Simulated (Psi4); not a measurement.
# GaH2OF (SMILES [OH][GaH][F]): HF/3-21G

What is the vertical singlet–triplet gap of GaH2OF at HF/3-21G? Input form: a Python script.

The calculation is run with Psi4 1.11.

1 further run of the same task is left out (set aside as unsound or not needed).

### 1 The system as given

The species is GaH2OF (5 atoms), meant as a singlet with charge 0. As SMILES, `[OH][GaH][F]`. The shape is that of a PBE0-D4/def2-TZVP optimisation. This is one conformer, not always the lowest.

Bond lengths: O1–Ga2 1.771 Å, Ga2–F3 1.746 Å, O1–H4 0.959 Å, Ga2–H5 1.545 Å. Angles: O1–Ga2–F3 111.1°, O1–Ga2–H5 128.8°, F3–Ga2–H5 120.0°, Ga2–O1–H4 114.5°.

### 2 Energy and forces at HF/3-21G

The input, run.py:

```python
import psi4

psi4.set_memory('2200 MB')
psi4.set_num_threads(1)
psi4.core.set_output_file('fgah2o.out', False)

m = psi4.geometry("""
0 1
O     -1.130400    -0.588700    -0.283800
Ga     0.383700     0.280500     0.015600
F      0.438300     1.777800    -0.881200
H     -1.210600    -1.420700     0.187200
H      1.569000    -0.122600     0.920900
symmetry c1
no_reorient
no_com
""")

psi4.set_options({
    'basis': '3-21G',
    'puream': True,
    'e_convergence': 1e-09,
    'd_convergence': 1e-08,
    'scf_type': 'pk',
})

E, wfn = psi4.gradient('scf', return_wfn=True)
psi4.oeprop(wfn, 'LOWDIN_CHARGES', 'MAYER_INDICES', 'MULLIKEN_CHARGES', title='SCF')
print('gradient / Eh bohr^-1')
print(E.np.round(6))
print(f'energy = {wfn.energy():.10f} Eh')
```

Command:

```
python run.py
```

fgah2o.out:

```text
[...]
  Running in c1 symmetry.
[...]
  Nuclear repulsion =  198.339104248547613
[...]
  Multiplicity = 1
[...]
  Nalpha       = 25
  Nbeta        = 25
[...]
    Number of basis functions: 44
[...]
   @RHF iter   1: -2088.12406464940887   -4.71902e+00   1.62596e-02 ADIIS/DIIS
[...]
   @RHF iter  11: -2088.43742752889375   -6.82121e-12   5.26222e-09 DIIS
[...]
    Orbital Energies [Eh]
    ---------------------
    Doubly Occupied:
       1A   -376.482838     2A    -48.011430     3A    -42.272161
       4A    -42.269530     5A    -42.269415     6A    -26.069653
       7A    -20.431485     8A     -6.393476     9A     -4.471436
      10A     -4.466410    11A     -4.465972    12A     -1.478388
      13A     -1.308158    14A     -1.151432    15A     -1.150027
      16A     -1.149732    17A     -1.144825    18A     -1.134368
      19A     -0.662851    20A     -0.597862    21A     -0.557337
      22A     -0.552787    23A     -0.531537    24A     -0.478049
      25A     -0.460731
[...]
  @RHF Final Energy: -2088.43742752889375
   => Energetics <=
    Nuclear Repulsion Energy =            198.3391042485476135
    One-Electron Energy =               -3313.6292819723876164
    Two-Electron Energy =                1026.8527501949461112
    Total Energy =                      -2088.4374275288937497
[...]
 Multipole Moments:
 ------------------------------------------------------------------------------------
     Multipole            Electronic (a.u.)      Nuclear  (a.u.)        Total (a.u.)
 ------------------------------------------------------------------------------------
 L = 1.  Multiply by 2.5417464519 to convert [e a0] to [Debye]
 Dipole X            :        -13.0219599           13.5202345            0.4982746
 Dipole Y            :        -36.0082828           34.8518410           -1.1564418
 Dipole Z            :         17.2613368          -16.2695971            0.9917398
 Magnitude           :                                                    1.6028671
[...]
  -Total Gradient:
     Atom            X                  Y                   Z
    ------   -----------------  -----------------  -----------------
       1       -0.032656504053    -0.012464082243    -0.010349122276
       2        0.024809034197    -0.024255568607     0.028738994624
       3       -0.000703602184     0.027202929211    -0.017229529917
       4        0.009820150245     0.007375258680     0.000866644843
       5       -0.001269078094     0.002141462960    -0.002026987273
[...]
  Mulliken Charges: (a.u.)
   Center  Symbol    Alpha    Beta     Spin     Total
       1     O     4.41949  4.41949  0.00000 -0.83898
       2    GA    14.90039 14.90039  0.00000  1.19921
       3     F     4.76856  4.76856  0.00000 -0.53711
       4     H     0.30738  0.30738  0.00000  0.38525
       5     H     0.60418  0.60418  0.00000 -0.20836
   Total alpha = 25.00000, Total beta = 25.00000, Total charge = -0.00000
  Lowdin Charges: (a.u.)
   Center  Symbol    Alpha    Beta     Spin     Total
       1     O     4.28692  4.28692  0.00000 -0.57384
[...]
```

On the terminal:

```text
gradient / Eh bohr^-1
[[-0.032657 -0.012464 -0.010349]
 [ 0.024809 -0.024256  0.028739]
 [-0.000704  0.027203 -0.01723 ]
 [ 0.00982   0.007375  0.000867]
 [-0.001269  0.002141 -0.002027]]
energy = -2088.4374275289 Eh
```

Wall time 1.9 s (1 thread of Intel Xeon at 2.60GHz (Ice Lake), shared host); peak memory 0.2 GiB.

### 3 The triplet: the energy at UHF/3-21G

The input, calc.py:

```python
import psi4

psi4.set_memory(2200000000)
psi4.set_num_threads(1)
psi4.set_output_file('output.dat', False)

mol = psi4.geometry("""
0 3
O     -2.13614641    -1.11248177    -0.53630427
Ga     0.72508791     0.53006818     0.02947973
F      0.82826696     3.35955510    -1.66522666
H     -2.28770245    -2.68473391     0.35375673
H      2.96498029    -0.23168042     1.74024879
units bohr
symmetry c1
""")

psi4.set_options({
    'reference': 'uhf',
    'puream': True,
    'e_convergence': 1e-09,
    'd_convergence': 1e-08,
    'scf_type': 'pk',
    'maxiter': 100,
})

E = psi4.energy('scf/3-21G')
print('E =', round(E, 9))
```

Command:

```
python calc.py
```

output.dat:

```text
[...]
  Running in c1 symmetry.
[...]
  Nuclear repulsion =  198.339104522088945
[...]
  Multiplicity = 3
[...]
  Nalpha       = 26
  Nbeta        = 24
[...]
    Number of basis functions: 44
[...]
   @UHF iter   1: -2087.77628997884358   -4.37125e+00   1.85800e-02 ADIIS/DIIS
[...]
   @UHF iter  19: -2088.22847805019182   -5.91172e-12   5.66075e-09 DIIS
[...]
   @S^2 Observed:                2.031780685E+00
[...]
    Orbital Energies [Eh]
    ---------------------
    Alpha Occupied:
       1A   -376.454162     2A    -47.984606     3A    -42.245662
       4A    -42.242956     5A    -42.242086     6A    -26.033587
       7A    -20.724670     8A     -6.371190     9A     -4.447881
      10A     -4.446728    11A     -4.442954    12A     -1.599038
      13A     -1.444875    14A     -1.134978    15A     -1.130121
      16A     -1.128236    17A     -1.122535    18A     -1.118228
      19A     -0.881431    20A     -0.842555    21A     -0.774106
      22A     -0.571473    23A     -0.542892    24A     -0.519979
      25A     -0.464919    26A     -0.169522
    Alpha Virtual:
[...]
  @UHF Final Energy: -2088.22847805019182
   => Energetics <=
    Nuclear Repulsion Energy =            198.3391045220889453
    One-Electron Energy =               -3312.3718365451827594
    Two-Electron Energy =                1025.8042539729021883
    Total Energy =                      -2088.2284780501918249
  UHF NO Occupations:
  HONO-2 :   24  A 1.9860267
  HONO-1 :   25  A 1.0000000
[...]
 Multipole Moments:
 ------------------------------------------------------------------------------------
     Multipole            Electronic (a.u.)      Nuclear  (a.u.)        Total (a.u.)
 ------------------------------------------------------------------------------------
 L = 1.  Multiply by 2.5417464519 to convert [e a0] to [Debye]
 Dipole X            :          0.2005474           -1.6910212           -1.4904739
 Dipole Y            :          0.2796300           -2.7318160           -2.4521860
 Dipole Z            :         -0.0616619            0.7562426            0.6945807
 Magnitude           :                                                    2.9524855
[...]
```

The script printed:

```text
E = -2088.22847805
```

It took 1.8 s on 1 thread of Intel Xeon at 2.60GHz (Ice Lake), shared host; peak memory 0.2 GiB.

### 4 What came out

Level: HF/3-21G.

```
                                        quantity           value
                           singlet: total energy  -2088.43743 Eh
                          singlet: dipole moment          4.07 D
                            singlet: HOMO energy       -12.54 eV
                            singlet: LUMO energy         1.99 eV
                          singlet: HOMO–LUMO gap        14.52 eV
               singlet: largest force on an atom      2.317 eV/Å
                           triplet: total energy  -2088.22848 Eh
                          triplet: dipole moment          7.50 D
     triplet: HOMO energy (highest over α and β)        -4.61 eV
      triplet: LUMO energy (lowest over α and β)        -1.57 eV
                                   triplet: ⟨S²⟩           2.032
vertical energy of the triplet above the singlet        5.686 eV
```

At this shape the triplet lies 5.69 eV (549 kJ/mol) above the singlet. The largest force (singlet) is 2.32 eV/Å: the shape isn't a stationary point for this species at this level.
